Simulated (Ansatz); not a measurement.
# C₂H₈FInS: a ladder of functionals and wavefunction methods

An exercise on one series of results from a longer session: the logs are not shown, and one member is left open.

Computed with Ansatz 0.2.0, Gaussian basis. Level: functionals in def2-TZVPP, the program's frozen cores in correlated methods.

Levels to be run: LDA (SPW92), PBE-D4, revPBE-D4, BLYP-D4, r2SCAN-D4, B97M-V, PBE0-D4, B3LYP-D4, r2SCANh-D4, r2SCAN0-D4, HSE06-D4, BHLYP-D4, CAM-B3LYP-D4, LC-ωPBE, ωB97X-V, ωB97M-V, B2PLYP, PBE-QIDH; CCSD(T)/def2-SVP; CCSD(T)/def2-TZVPP; MP2/def2-QZVPP; extrapolation to the limit; RPA on PBE.

## The relaxed structure

The geometry comes from an earlier relaxation with PBE0-D4 in a triple-zeta def2 set; it is a stationary point, not always the lowest conformer. In takes the def2 core potential; no spin-orbit term is included.

13 atoms, charge 0, spin multiplicity 1.

Atoms are counted from 1 here; the program's logs count them from 0.

Bond lengths: C1–In2 2.137 Å, C1–H6 1.091 Å, C1–H7 1.091 Å, C1–H8 1.090 Å, In2–C3 2.135 Å, In2–S5 2.498 Å, C3–H9 1.091 Å, C3–H10 1.090 Å, C3–H11 1.091 Å, F4–H12 0.967 Å, S5–H13 1.343 Å. Angles: In2–C1–H6 109.7°, In2–C1–H7 108.5°, In2–C1–H8 111.6°, H6–C1–H7 108.7°, H6–C1–H8 109.1°, H7–C1–H8 109.2°, C1–In2–C3 139.0°, C1–In2–S5 111.1°, C3–In2–S5 109.4°, In2–C3–H9 108.6°, In2–C3–H10 111.6°, In2–C3–H11 109.6°, H9–C3–H10 109.2°, H9–C3–H11 108.6°, H10–C3–H11 109.1°, In2–S5–H13 94.4°.

Coordinates:

```xyz
13
C2H8FInS
C    -1.3010   -1.2392    1.1055
In    0.2189   -0.1702    0.0495
C     1.5781   -0.4791   -1.5683
F    -1.1815    1.7016   -0.9745
S     0.7641    1.9818    1.1938
H    -0.9835   -1.4084    2.1355
H    -2.2083   -0.6337    1.1141
H    -1.5159   -2.1991    0.6365
H     1.4912    0.3592   -2.2606
H     1.3647   -1.4067   -2.0990
H     2.5998   -0.5121   -1.1870
H    -0.6610    2.1573   -0.2989
H    -0.1450    1.8143    2.1683
```

Set-up of the first run:

The input, in.yaml:

```yaml
crystal:
  periodic: [false, false, false]
  atoms:
    - {symbol: C, position_ang: [-1.301021, -1.239209, 1.105522]}
    - {symbol: In, position_ang: [0.218866, -0.170203, 0.049465]}
    - {symbol: C, position_ang: [1.578097, -0.479126, -1.568269]}
    - {symbol: F, position_ang: [-1.181546, 1.701551, -0.974511]}
    - {symbol: S, position_ang: [0.764143, 1.981828, 1.193757]}
    - {symbol: H, position_ang: [-0.983461, -1.408416, 2.135469]}
    - {symbol: H, position_ang: [-2.208326, -0.633682, 1.114051]}
    - {symbol: H, position_ang: [-1.515875, -2.199139, 0.636468]}
    - {symbol: H, position_ang: [1.491196, 0.359201, -2.260577]}
    - {symbol: H, position_ang: [1.364662, -1.406732, -2.098954]}
    - {symbol: H, position_ang: [2.599792, -0.512134, -1.187039]}
    - {symbol: H, position_ang: [-0.660983, 2.157280, -0.298887]}
    - {symbol: H, position_ang: [-0.145043, 1.814279, 2.168303]}
basis:
  gaussian: {orbitals: def2-TZVPP}
hamiltonian: {xc: lda}
output: {orbitals: {seedname: orbitals}}
```

Among the steps run: LDA; PBE-D4 (GGA); revPBE-D4 (GGA); BLYP-D4 (GGA); r2SCAN-D4 (meta-GGA); B97M-V (meta-GGA); PBE0-D4 (hybrid); B3LYP-D4 (hybrid); r2SCANh-D4 (hybrid); r2SCAN0-D4 (hybrid); HSE06-D4 (hybrid); BHLYP-D4 (hybrid); CAM-B3LYP-D4 (range-separated); LC-ωPBE (range-separated); ωB97X-V (range-separated); ωB97M-V (range-separated); B2PLYP (double hybrid); PBE-QIDH (double hybrid).

One of the session's tables, all rows but one given; the rest of the session is left out.

It belongs to the step «Frontier levels by functional». 

| functional | HOMO (eV) | gap (eV) |
| --- | --- | --- |
| LDA (SPW92) | -6.52 | 4.95 |
| PBE-D4 | -6.35 | 5.04 |
| revPBE-D4 | -6.28 | 5.08 |
| BLYP-D4 | -6.17 | 4.90 |
| r2SCAN-D4 | ? | ? |
| B97M-V | -6.66 | 5.40 |
| PBE0-D4 | -7.55 | 6.96 |
| B3LYP-D4 | -7.29 | 6.43 |
| r2SCANh-D4 | -7.06 | 6.29 |
| r2SCAN0-D4 | -7.73 | 7.32 |
| HSE06-D4 | -7.14 | 6.21 |
| BHLYP-D4 | -8.58 | 8.63 |
| CAM-B3LYP-D4 | -8.85 | 9.05 |
| LC-ωPBE | -10.24 | 11.54 |
| ωB97X-V | -9.87 | 11.02 |
| ωB97M-V | -9.71 | 10.48 |

Q: Estimate the row for r2SCAN-D4 from the others.

Worked estimate for «HOMO (eV)». Against the share of exact exchange, r2SCANh-D4 (0.1, -7.06), r2SCAN0-D4 (0.25, -7.73) give a slope of -4.47 per unit share; at 0 the line stands at -6.61.

The run gave: HOMO (eV): -6.61; gap (eV): 5.59. In «HOMO (eV)» the line misses by 0.00.
